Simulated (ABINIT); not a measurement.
# SbMo3P (Pm-3m) in ABINIT: a series of runs

The runs below take SbMo3P through relaxation of cell and atoms, single point, with PBE, RPBE.

Everything below comes from runs of ABINIT 10.8.3 (patched build). Logs are shortened: lines on timing, memory, paths and dates and some standing lists are left out, and cuts for length are marked. The log counts tension as positive stress, the text compression.

**1. Starting point**

Symmetry: Pm-3m, No. 221, cubic system. Conventional cell: a = 4.708 Å, b = 4.708 Å, c = 4.708 Å, α = 90.00°, β = 90.00°, γ = 90.00°. Sb (site symmetry m-3m) has 12 Mo at 3.33 Å as nearest neighbours. Mo (site symmetry 4/mmm) has 2 P at 2.35 Å as nearest neighbours. P (site symmetry m-3m) is surrounded by 6 Mo at 2.35 Å.

The cell was built by a generator and needn't be a form met in nature.

**2. Relaxation of cell and atoms, PBE**

Input file run.abi:

```
pp_dirpath "./"
pseudos "Sb.GGA_PBE-JTH.xml, Mo.GGA_PBE-JTH.xml, P.GGA_PBE-JTH.xml"

acell 3*1.0
rprim
     8.8969635181     0.0000000000     0.0000000000
     0.0000000000     8.8969635181     0.0000000000
     0.0000000000     0.0000000000     8.8969635181
ntypat 3
znucl 51 42 15
natom 5
typat 1 2 2 2 3
xred
     0.0000000000     0.0000000000     0.0000000000
     0.5000000000     0.0000000000     0.5000000000
     0.0000000000     0.5000000000     0.5000000000
     0.5000000000     0.5000000000     0.0000000000
     0.5000000000     0.5000000000     0.5000000000
chkprim 0
chksymtnons 0
tolsym 1.0e-6

ecut 20.0
pawecutdg 40.0

kptopt 1
ngkpt 6 6 6
nshiftk 1
shiftk 0.0 0.0 0.0

ixc 11

nband 38
occopt 3
tsmear 0.00183747

nstep 100
tolvrs 1.0e-9

iomode 3
prtwf 0
prtden 0
prteig 0
prtebands 0
prtvol 2

ionmov 2
ntime 60
tolmxf 0.0002
optcell 1
dilatmx 1.15
ecutsm 0.5
chkdilatmx 0
```

Potentials or basis: JTH PAW PBE v2.0.

On the command line:

```
$ abinit run.abi > log 2>&1
```

run.abo:

```text
.Version 10.8.3 of ABINIT
 Symmetries : space group Pm -3 m (#221); Bravais cP (primitive cubic)
================================================================================
 Values of the parameters that define the memory need of the present run
     intxc =       0    ionmov =       2      iscf =      17    lmnmax =      18
     lnmax =       6     mgfft =      45  mpssoang =       3    mqgrid =    3001
     natom =       5  nloc_mem =       2    nspden =       1   nspinor =       1
    nsppol =       1      nsym =      48    n1xccc =       1    ntypat =       3
    occopt =       3   xclevel =       2
       mpw =        4613          nfft =       91125          nkpt =          20
 PAW method is used; the additional fine FFT grid is defined by:
   mgfftf=        60    nfftf =    216000
================================================================================
================================================================================

--------------------------------------------------------------------------------
------------- Echo of variables that govern the present computation ------------
--------------------------------------------------------------------------------
 -outvars: echo values of preprocessed input variables --------
            acell      1.0000000000E+00  1.0000000000E+00  1.0000000000E+00 Bohr
              amu      1.21753000E+02  9.59400000E+01  3.09737620E+01
       chkdilatmx           0
          chkprim           0
      chksymtnons           0
          dilatmx      1.15000000E+00
             ecut      2.00000000E+01 Hartree
           ecutsm      5.00000000E-01 Hartree
           ionmov           2
              ixc          11
         kptrlatt        6    0    0      0    6    0      0    0    6
          kptrlen      5.33817811E+01
            natom           5
            nband          38
            ngfft          45      45      45
          ngfftdg          60      60      60
             nkpt          20
            nstep         100
             nsym          48
            ntime          60
           ntypat           3
           occopt           3
          optcell           1
        pawecutdg      4.00000000E+01 Hartree
         pawxcdev           0
           prtden           0
        prtebands           0
           prteig           0
           prtvol           2
            prtwf           0
            rprim      8.8969635181E+00  0.0000000000E+00  0.0000000000E+00
                       0.0000000000E+00  8.8969635181E+00  0.0000000000E+00
                       0.0000000000E+00  0.0000000000E+00  8.8969635181E+00
          spgroup         221
           tolmxf      2.00000000E-04
           tolsym      1.00000000E-06
           tolvrs      1.00000000E-09
           tsmear      1.83747000E-03 Hartree
            typat      1  2  2  2  3
           useylm           1
           xangst      0.0000000000E+00  0.0000000000E+00  0.0000000000E+00
                       2.3540351684E+00  0.0000000000E+00  2.3540351684E+00
                       0.0000000000E+00  2.3540351684E+00  2.3540351684E+00
                       2.3540351684E+00  2.3540351684E+00  0.0000000000E+00
                       2.3540351684E+00  2.3540351684E+00  2.3540351684E+00
            xcart      0.0000000000E+00  0.0000000000E+00  0.0000000000E+00
                       4.4484817590E+00  0.0000000000E+00  4.4484817590E+00
                       0.0000000000E+00  4.4484817590E+00  4.4484817590E+00
                       4.4484817590E+00  4.4484817590E+00  0.0000000000E+00
                       4.4484817590E+00  4.4484817590E+00  4.4484817590E+00
             xred      0.0000000000E+00  0.0000000000E+00  0.0000000000E+00
                       5.0000000000E-01  0.0000000000E+00  5.0000000000E-01
                       0.0000000000E+00  5.0000000000E-01  5.0000000000E-01
                       5.0000000000E-01  5.0000000000E-01  0.0000000000E+00
                       5.0000000000E-01  5.0000000000E-01  5.0000000000E-01
            znucl       51.00000   42.00000   15.00000

================================================================================

 chkinp: Checking input parameters for consistency.

================================================================================
[... 814 lines left out ...]
    3     -0.00000000000000    -0.00000000000000    -0.00000000000000
    4     -0.00000000000000    -0.00000000000000    -0.00000000000000
    5     -0.00000000000000    -0.00000000000000    -0.00000000000000
 frms,max,avg= 0.0000000E+00 0.0000000E+00   0.000E+00  0.000E+00  0.000E+00 h/b

 cartesian forces (eV/Angstrom) at end:
    1     -0.00000000000000    -0.00000000000000    -0.00000000000000
    2     -0.00000000000000    -0.00000000000000    -0.00000000000000
    3     -0.00000000000000    -0.00000000000000    -0.00000000000000
    4     -0.00000000000000    -0.00000000000000    -0.00000000000000
    5     -0.00000000000000    -0.00000000000000    -0.00000000000000
 frms,max,avg= 0.0000000E+00 0.0000000E+00   0.000E+00  0.000E+00  0.000E+00 e/A
 length scales=  0.954628487153  0.954628487153  0.954628487153 bohr
              =  0.505167639938  0.505167639938  0.505167639938 angstroms
 Fermi (or HOMO) energy (hartree) =   0.40919   Average Vxc (hartree)=  -0.42043
 Eigenvalues (hartree) for nkpt=  20  k points:
 kpt#   1, nband= 38, wtk=  0.00463, kpt=  0.0000  0.0000  0.0000 (reduced coord)
  -1.83414   -1.83196   -1.83196   -0.88987   -0.88987   -0.88987   -0.88072   -0.88072
  -0.88072   -0.87758   -0.87758   -0.87758   -0.67823   -0.67823   -0.67823   -0.67823
  -0.67823   -0.07709    0.02526    0.27526    0.27526    0.27526    0.29295    0.29295
   0.29295    0.30212    0.30212    0.38743    0.38743    0.39996    0.39996    0.39996
   0.40425    0.40425    0.40425    0.42982    0.48154    0.49074
      occupation numbers for kpt#   1
   2.00000    2.00000    2.00000    2.00000    2.00000    2.00000    2.00000    2.00000
   2.00000    2.00000    2.00000    2.00000    2.00000    2.00000    2.00000    2.00000
   2.00000    2.00000    2.00000    2.00000    2.00000    2.00000    2.00000    2.00000
   2.00000    2.00000    2.00000    1.99999    1.99999    1.98691    1.98691    1.98691
   1.87265    1.87265    1.87265    0.00003    0.00000    0.00000
 kpt#   2, nband= 38, wtk=  0.02778, kpt=  0.1667  0.0000  0.0000 (reduced coord)
  -1.83401   -1.83209   -1.83196   -0.88945   -0.88945   -0.88922   -0.88086   -0.88086
  -0.88076   -0.87849   -0.87789   -0.87789   -0.67823   -0.67821   -0.67821   -0.67821
  -0.67820   -0.06978    0.02897    0.25142    0.27256    0.27256    0.27759    0.28767
   0.28767    0.29792    0.31032    0.34906    0.38780    0.38780    0.38786    0.39887
[... 208 lines left out ...]
   2.00000    2.00000    2.00000    2.00000    2.00000    2.00000    2.00000    2.00000
   2.00000    2.00000    2.00000    2.00000    2.00000    2.00000    2.00000    0.00160
   0.00009    0.00000    0.00000    0.00000    0.00000    0.00000
 kpt#  20, nband= 38, wtk=  0.00463, kpt=  0.5000  0.5000  0.5000 (reduced coord)
  -1.83266   -1.83266   -1.83266   -0.89843   -0.88646   -0.88646   -0.88646   -0.87897
  -0.87897   -0.87704   -0.87704   -0.87704   -0.67826   -0.67826   -0.67826   -0.67808
  -0.67808    0.04129    0.04851    0.15157    0.15157    0.15157    0.28371    0.28371
   0.28371    0.35534    0.35534    0.35534    0.36372    0.36372    0.36372    0.41819
   0.42656    0.42656    0.47812    0.47812    0.47812    0.55670
      occupation numbers for kpt#  20
   2.00000    2.00000    2.00000    2.00000    2.00000    2.00000    2.00000    2.00000
   2.00000    2.00000    2.00000    2.00000    2.00000    2.00000    2.00000    2.00000
   2.00000    2.00000    2.00000    2.00000    2.00000    2.00000    2.00000    2.00000
   2.00000    2.00000    2.00000    2.00000    2.00000    2.00000    2.00000    0.01486
   0.00016    0.00016    0.00000    0.00000    0.00000    0.00000
 Total charge density [el/Bohr^3]
)     Maximum=    2.2481E+00  at reduced coord.    0.0000    0.0000    0.0000
)Next maximum=    2.2030E+00  at reduced coord.    0.0000    0.0000    0.9833
)     Minimum=   -1.8757E-02  at reduced coord.    0.5000    0.5000    0.5000
)Next minimum=   -1.4234E-02  at reduced coord.    0.5000    0.5000    0.4833
   Integrated=    6.2000E+01

--- !EnergyTerms
iteration_state     : {dtset: 1, itime: 5, icycle: 1, }
comment             : Components of total free energy in Hartree
kinetic             :  3.62060014784529E+01
hartree             :  5.95641668830629E+01
xc                  : -1.62330865974528E+01
Ewald energy        : -2.32963754611308E+02
psp_core            :  1.10455291924932E+01
local_psp           : -1.96659879490580E+02
PAW spherical_terms :  4.33182051145786E+01
internal            : -2.95722818030753E+02
'-kT*entropy'       : -1.75670426351118E-03
total_energy        : -2.95724574735017E+02
total_energy_eV     : -8.04707562554302E+03
...

--- !EnergyTermsDC
iteration_state     : {dtset: 1, itime: 5, icycle: 1, }
comment             : '"Double-counting" decomposition of free energy'
band_energy         : -2.64278804955342E+01
Ewald energy        : -2.32963754611308E+02
psp_core            :  1.10455291924932E+01
xc_dc               : -5.55507091556077E+01
PAW spherical_terms :  8.17399581443964E+00
internal            : -2.95722819255517E+02
'-kT*entropy'       : -1.75670426351118E-03
total_energy_dc     : -2.95724575959781E+02
total_energy_dc_eV  : -8.04707565887054E+03
...

--- !EnergyTermsWithPAWCore
iteration_state     : {dtset: 1, itime: 5, icycle: 1, }
comment             : 'Components of total free energy, including PAW core contributions'
Total energy        : -1.89706689944933E+04
Total energy DC     : -1.89706689957181E+04
Total energy (eV)   : -5.16218201353814E+05
Total energy DC (eV): -5.16218201387141E+05
...

 Cartesian components of stress tensor (hartree/bohr^3)
  sigma(1 1)=  6.78148769E-07  sigma(3 2)=  0.00000000E+00
  sigma(2 2)=  6.78148769E-07  sigma(3 1)=  0.00000000E+00
  sigma(3 3)=  6.78148769E-07  sigma(2 1)=  0.00000000E+00

-Cartesian components of stress tensor (GPa)         [Pressure= -1.9952E-02 GPa]
- sigma(1 1)=  1.99518256E-02  sigma(3 2)=  0.00000000E+00
- sigma(2 2)=  1.99518256E-02  sigma(3 1)=  0.00000000E+00
- sigma(3 3)=  1.99518256E-02  sigma(2 1)=  0.00000000E+00

== END DATASET(S) ==============================================================
================================================================================

 -outvars: echo values of variables after computation  --------
            acell      9.5462848715E-01  9.5462848715E-01  9.5462848715E-01 Bohr
           etotal     -2.9572457596E+02
            fcart     -0.0000000000E+00 -0.0000000000E+00 -0.0000000000E+00
                      -0.0000000000E+00 -0.0000000000E+00 -0.0000000000E+00
                      -0.0000000000E+00 -0.0000000000E+00 -0.0000000000E+00
                      -0.0000000000E+00 -0.0000000000E+00 -0.0000000000E+00
                      -0.0000000000E+00 -0.0000000000E+00 -0.0000000000E+00
            rprim      8.8969635181E+00  0.0000000000E+00  0.0000000000E+00
                       0.0000000000E+00  8.8969635181E+00  0.0000000000E+00
                       0.0000000000E+00  0.0000000000E+00  8.8969635181E+00
           strten      6.7814876895E-07  6.7814876894E-07  6.7814876896E-07
                       0.0000000000E+00  0.0000000000E+00  0.0000000000E+00
           xangst      0.0000000000E+00  0.0000000000E+00  0.0000000000E+00
                       2.2472290315E+00  0.0000000000E+00  2.2472290315E+00
                       0.0000000000E+00  2.2472290315E+00  2.2472290315E+00
                       2.2472290315E+00  2.2472290315E+00  0.0000000000E+00
                       2.2472290315E+00  2.2472290315E+00  2.2472290315E+00
             xred      0.0000000000E+00  0.0000000000E+00  0.0000000000E+00
                       5.0000000000E-01  0.0000000000E+00  5.0000000000E-01
                       0.0000000000E+00  5.0000000000E-01  5.0000000000E-01
                       5.0000000000E-01  5.0000000000E-01  0.0000000000E+00
                       5.0000000000E-01  5.0000000000E-01  5.0000000000E-01
 Calculation completed.
```

It took 12 min on 1 thread of Arm Neoverse V2, shared host; peak memory 0.24 GiB.

Results:

| Quantity | Value |
| --- | --- |
| Free energy | -8047.0757 eV |
| Relaxed volume | 18.16 Å³/atom |
| Relaxed cell | a = 4.494 Å, b = 4.494 Å, c = 4.494 Å, α = 90.00°, β = 90.00°, γ = 90.00° |
| Space group after relaxing (to 0.05 Å) | Pm-3m (No. 221) |
| Energy gained by relaxing | 155.3 meV/atom |
| Ionic steps | 5 |
| Pressure after relaxing | 0.0 GPa |
| Band gap on the k mesh | none (metal or under the smearing width) |
| Valence electrons inside the program's atomic spheres | Sb 12.32; Mo 11.34; P 1.74 |

Step by step:
| step | energy change (eV) | largest force (eV/Å) | pressure (GPa) | volume (Å³) |
| --- | --- | --- | --- | --- |
| 1 | 0.0000 | 0.0000 | -15.99 | 104.36 |
| 2 | -0.4369 | 0.0000 | -11.64 | 99.34 |
| 3 | -0.7494 | 0.0000 | 4.10 | 88.60 |
| 4 | -0.7760 | 0.0000 | -0.56 | 91.10 |
| 5 | -0.7766 | 0.0000 | -0.02 | 90.79 |

Final structure:
```
Sb Mo P
1.0
     4.49446    0.00000    0.00000
     0.00000    4.49446    0.00000
     0.00000    0.00000    4.49446
Sb Mo P
1 3 1
Direct
  0.00000 0.00000 0.00000
  0.50000 0.00000 0.50000
  0.00000 0.50000 0.50000
  0.50000 0.50000 0.00000
  0.50000 0.50000 0.50000
```

The run has no spin-orbit coupling, so splittings on Sb are missing.

[end of part 1 of 2]
